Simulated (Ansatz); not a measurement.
I need a single point of Sr₂CuCN₂O₂, space group P4/mmm. Use Ansatz's Python interface. Settings: LDA, PAW, cutoff 260 eV, 6×6×3 k-points, Methfessel-Paxton smearing of 0.1 eV.

Contents of `sr2cucn2o2.cif`:
```cif
data_Sr2CuCN2O2
_cell_length_a 3.837449
_cell_length_b 3.837449
_cell_length_c 8.178448
_cell_angle_alpha 90.00000
_cell_angle_beta 90.00000
_cell_angle_gamma 90.00000
_symmetry_space_group_name_H-M 'P 1'
_symmetry_Int_Tables_number 1
loop_
_symmetry_equiv_pos_as_xyz
'x, y, z'
loop_
_atom_site_label
_atom_site_type_symbol
_atom_site_fract_x
_atom_site_fract_y
_atom_site_fract_z
Sr1 Sr    0.500000    0.500000    0.712379
Sr2 Sr    0.500000    0.500000    0.287621
Cu3 Cu    0.000000    0.000000    0.500000
C4 C    0.000000    0.000000    0.000000
N5 N    0.000000    0.000000    0.847767
N6 N    0.000000    0.000000    0.152233
O7 O    0.000000    0.500000    0.500000
O8 O    0.500000    0.000000    0.500000
```

Script `sr2cucn2o2_scf.py`:
```python
"""Single point of Sr2CuCN2O2."""

from pathlib import Path

import ansatz as az
from ase.io import read
import numpy as np

atoms = read("sr2cucn2o2.cif")
system = az.Crystal.from_ase(atoms)

# the calculation
setup = system.calculation()
setup = setup.basis(260).scf(tolerance=1e-08, max_iterations=200)
setup = setup.functional("lda").kpoints(spacing=0.29)
setup = setup.occupations("methfessel_paxton")
setup = setup.forces()
setup = setup.populations()
out = setup.run(threads=1)
report = out.report

n_atoms = len(report["lattice"]["sites"])
print("F =", round(report["free_energy_ev"], 4), "eV for", n_atoms, "atoms")
print("E(sigma -> 0) =", round(report["energy_sigma0_ev"], 4), "eV, TS =", round(report["entropy_ts_ev"], 5), "eV")
print("closed by", report["closed_by"], "after", report["n_iterations"], "iterations")

# forces, one row an atom
forces = np.array(report["forces_ev_ang"])
norms = np.linalg.norm(forces, axis=1)
print("largest force {:.4f} eV/A on atom {}".format(norms.max(), norms.argmax()))
print(np.array2string(forces, precision=4, suppress_small=True))

files = Path(out.write_results("tables"))
print((files / "populations.tsv").read_text())

print(setup.to_yaml())
```

Running `python sr2cucn2o2_scf.py` prints:
```text
DeckWarning: basis.ecutwfc = 260 eV is below the records' recommended 420 eV, and the density's cutoff is lower with it unless basis.ecutrho_ratio is high enough to keep the records' density cutoff: compare with a run at a higher cutoff
F = -15544.0438 eV for 8 atoms
E(sigma -> 0) = -15544.0425 eV, TS = 0.0051 eV
closed by deck_thresholds after 12 iterations
largest force 0.4448 eV/A on atom 0
[[-0.      0.     -0.4448]
 [ 0.      0.      0.4448]
 [ 0.      0.      0.    ]
 [-0.      0.      0.    ]
 [-0.      0.     -0.1135]
 [ 0.      0.      0.1135]
 [ 0.      0.      0.    ]
 [ 0.     -0.     -0.    ]]
# site	symbol	l	j	q
# orbitals = lowdin
# n_electrons = 65.000000
# spilling = 0.011108
0	Sr	0_4S	-	1.970367
0	Sr	0_5S	-	0.349919
0	Sr	1_4P	-	5.979665
1	Sr	0_4S	-	1.970367
1	Sr	0_5S	-	0.349919
1	Sr	1_4P	-	5.979665
2	Cu	0_3S	-	1.995055
2	Cu	0_4S	-	0.573632
2	Cu	1_3P	-	5.996458
2	Cu	2_3D	-	9.460429
3	C	0_2S	-	0.883401
3	C	1_2P	-	2.930179
4	N	0_2S	-	1.497350
4	N	1_2P	-	4.289157
5	N	0_2S	-	1.497350
5	N	1_2P	-	4.289157
6	O	0_2S	-	1.852871
6	O	1_2P	-	5.280083
7	O	0_2S	-	1.852871
7	O	1_2P	-	5.280083

crystal:
  lattice:
    - [3.837449, 0.0, 0.0]
    - [0.0, 3.837449, 0.0]
    - [0.0, 0.0, 8.178448]
  atoms:
    - { symbol: Sr, position: [0.49999999999999994, 0.49999999999999994, 0.712379] }
    - { symbol: Sr, position: [0.49999999999999994, 0.49999999999999994, 0.28762099999999996] }
    - { symbol: Cu, position: [0.0, 0.0, 0.5] }
    - { symbol: C, position: [0.0, 0.0, 0.0] }
    - { symbol: "N", position: [0.0, 0.0, 0.8477669999999999] }
    - { symbol: "N", position: [0.0, 0.0, 0.152233] }
    - { symbol: O, position: [0.0, 0.49999999999999994, 0.5] }
    - { symbol: O, position: [0.49999999999999994, 0.0, 0.5] }
basis:
  ecutwfc: 260.0
kpoints:
  mp_grid:
    kspacing: 0.29
hamiltonian:
  xc: lda
scf:
  max_iter: 200
  convergence:
    dr2_threshold: 1.0e-08
  occupations:
    method: methfessel_paxton
output:
  populations: true
  forces: true
```
(Warnings from the package without file and line.)

Reading the output:
- These settings explore the input space; cutoff and mesh may be short of convergence.
- The cutoff lies under the one recommended for these potentials.
- The cell holds an odd number of electrons and is run without spin, so a magnetic state may lie lower.
- For a metal this k-point mesh is coarse: on a finer one energies can move by several to tens of meV an atom and pressures by half a GPa or more, differences at one mesh by less.
- Without a Hubbard U or exact exchange, semilocal functionals often make such 3d compounds metallic or too weakly gapped.
- This cell is a computed structure, which may not be the phase found in nature.
- Cost: of the order of 6 core-seconds.

(Lines on the test bed's own set-up are left out of the output.)
